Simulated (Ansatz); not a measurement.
# BF2H3OSi: the cost of one run

Method: PBE0-D4/def2-TZVP structures, single points in def2-TZVPP, no counterpoise correction; program: Ansatz 0.2.0, Gaussian basis.

Levels: SPW92, PBE-D4, BLYP-D4, r2SCAN-D4, B97M-V, PBE0-D4, B3LYP-D4, r2SCAN0-D4, BHLYP-D4, CAM-B3LYP-D4, wB97X-V, wB97M-V, B2PLYP, PBE-QIDH, RPA on PBE, Hartree-Fock, MP2, CCSD, CCSD(T).

Cores are frozen in the correlated methods. B3LYP uses VWN-RPA correlation. B2PLYP carries no dispersion term here.

94 further runs of the same task are left out: 94 set aside as unsound or not needed.

### Step 1. The system as given

The complex: 10 atoms, charge 0, spin multiplicity 1.

Atoms are counted from 1 here; the program's logs count them from 0.

Bond lengths: B1–F3 1.314 Å, B1–F4 1.322 Å, B1–O6 1.351 Å, F2–H5 0.932 Å, O6–Si7 1.685 Å, Si7–H8 1.480 Å, Si7–H9 1.476 Å, Si7–H10 1.480 Å. Angles: F3–B1–F4 118.8°, F3–B1–O6 120.0°, F4–B1–O6 121.2°, B1–O6–Si7 129.4°, O6–Si7–H8 108.5°, O6–Si7–H9 105.3°, O6–Si7–H10 108.6°, H8–Si7–H9 111.7°, H8–Si7–H10 110.9°, H9–Si7–H10 111.7°.

Coordinates:

```
B    -0.24671   -1.38531    0.67891
F     1.54539   -0.50902   -2.30752
F     0.16326   -2.57104    0.28889
F    -0.96737   -1.29195    1.78376
H     1.04605   -0.53643   -1.52113
O     0.06880   -0.28893   -0.04471
Si   -0.32805    1.32500    0.23253
H     0.24253    1.73298    1.53568
H     0.27874    2.07174   -0.88612
H    -1.80244    1.45295    0.23972
```

Its parts: BF2H3OSi holds atoms 1, 3, 4, 6, 7, 8, 9, 10; HF holds atoms 2, 5. Each part counts its atoms afresh in its own runs.

### Step 2. Relaxing BF2H3OSi alone

Input file relax-a/in.yaml:

```yaml
crystal:
  periodic: [false, false, false]
  atoms:
    - {symbol: B, position_ang: [-0.246708, -1.385306, 0.678906]}
    - {symbol: F, position_ang: [0.163260, -2.571040, 0.288894]}
    - {symbol: F, position_ang: [-0.967367, -1.291947, 1.783763]}
    - {symbol: O, position_ang: [0.068796, -0.288933, -0.044707]}
    - {symbol: Si, position_ang: [-0.328046, 1.324996, 0.232526]}
    - {symbol: H, position_ang: [0.242533, 1.732982, 1.535676]}
    - {symbol: H, position_ang: [0.278735, 2.071740, -0.886119]}
    - {symbol: H, position_ang: [-1.802437, 1.452955, 0.239717]}
basis:
  gaussian: {orbitals: def2-TZVP}
hamiltonian: {xc: pbe0, dispersion: d4}
relax: {f_tol: 0.005, max_steps: 200}
```

On the command line:

```sh
$ ansatz run in.yaml --threads 8 --pin off --events-out ev --progress --plain --max-ram 19148MiB
```

**Question.** How long does this run take on 8 threads of AMD EPYC 9R45, shared host?

About 4.1 s.
